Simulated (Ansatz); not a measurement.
**CH₃F₃OSW: small, medium and large basis sets**

One table from this session's results is given with a row withheld; the runs are named, their logs left out.

The runs use Ansatz 0.2.0, Gaussian basis; one geometry, several basis sets.

The runs, in order: PBE0-D4/def2-SVP; ωB97M-V/def2-SVP; PBE0-D4/def2-QZVPP; ωB97M-V/def2-QZVPP; the functionals' def2-TZVPP values are taken from earlier runs.

### The geometry

All runs share one geometry, relaxed beforehand with PBE0-D4 in a triple-zeta def2 set. W takes the def2 core potential; no spin-orbit term is included.

SMILES `C[O][W]([F])([F])([F])=[S]`, 10 atoms, charge 0, spin multiplicity 1.

Atoms are counted from 1 here; the program's logs count them from 0.

Bond lengths: C1–O2 1.400 Å, C1–H8 1.092 Å, C1–H9 1.092 Å, C1–H10 1.094 Å, O2–W3 1.836 Å, W3–F4 1.858 Å, W3–F5 1.873 Å, W3–F6 1.857 Å, W3–S7 2.106 Å. Angles: O2–C1–H8 108.7°, O2–C1–H9 109.7°, O2–C1–H10 109.4°, H8–C1–H9 109.5°, H8–C1–H10 109.7°, H9–C1–H10 109.9°, C1–O2–W3 144.5°, O2–W3–F4 148.9°, O2–W3–F5 85.0°, O2–W3–F6 90.1°, O2–W3–S7 105.3°, F4–W3–F5 82.7°, F4–W3–F6 85.7°, F4–W3–S7 105.6°, F5–W3–F6 148.6°, F5–W3–S7 105.6°, F6–W3–S7 105.7°.

Coordinates:

```
C     0.5825   -1.6706   -0.0210
O     0.4215   -0.3569    0.4357
W    -0.3998    1.2508    0.1042
F    -1.9548    2.1929   -0.2766
F    -0.6750    0.5684   -1.6180
F    -0.9430    1.3428    1.8776
S     1.1666    2.6457   -0.0837
H     1.6457   -1.9190   -0.0043
H     0.0381   -2.3561    0.6321
H     0.2013   -1.7491   -1.0432
```

The first run:

in.yaml

```yaml
crystal:
  periodic: [false, false, false]
  atoms:
    - {symbol: C, position_ang: [0.582508, -1.670628, -0.020965]}
    - {symbol: O, position_ang: [0.421480, -0.356931, 0.435710]}
    - {symbol: W, position_ang: [-0.399850, 1.250756, 0.104193]}
    - {symbol: F, position_ang: [-1.954769, 2.192874, -0.276621]}
    - {symbol: F, position_ang: [-0.674961, 0.568442, -1.617986]}
    - {symbol: F, position_ang: [-0.942958, 1.342773, 1.877645]}
    - {symbol: S, position_ang: [1.166589, 2.645696, -0.083719]}
    - {symbol: H, position_ang: [1.645669, -1.918962, -0.004345]}
    - {symbol: H, position_ang: [0.038130, -2.356058, 0.632050]}
    - {symbol: H, position_ang: [0.201263, -1.749061, -1.043162]}
basis:
  gaussian: {orbitals: def2-SVP}
hamiltonian: {xc: pbe0, dispersion: d4}
output: {orbitals: {seedname: orbitals}}
```

The run is started by

```bash
> ansatz run in.yaml --threads 4 --pin off --events-out ev --progress --plain --max-ram 11315MiB
```

Among the steps run: PBE0-D4 in def2-SVP; ωB97M-V in def2-SVP; PBE0-D4 in def2-QZVPP; ωB97M-V in def2-QZVPP.

One of the session's tables, all rows but one given; the rest of the session is left out.

It belongs to the step «Functionals by basis». 

| functional | basis | HOMO (eV) | LUMO (eV) |
| --- | --- | --- | --- |
| PBE0-D4 | def2-SVP | -8.40 | -3.09 |
| PBE0-D4 | def2-TZVPP | -8.35 | -2.96 |
| PBE0-D4 | def2-QZVPP | ? | ? |
| ωB97M-V | def2-SVP | -10.49 | -0.86 |
| ωB97M-V | def2-TZVPP | -10.46 | -0.74 |
| ωB97M-V | def2-QZVPP | -10.48 | -0.78 |

Q: Estimate the row for PBE0-D4, def2-QZVPP from the others.

As computed: HOMO (eV): -8.36; LUMO (eV): -2.97. In the column «HOMO (eV)» it lies between PBE0-D4, def2-SVP (-8.40) and PBE0-D4, def2-TZVPP (-8.35).
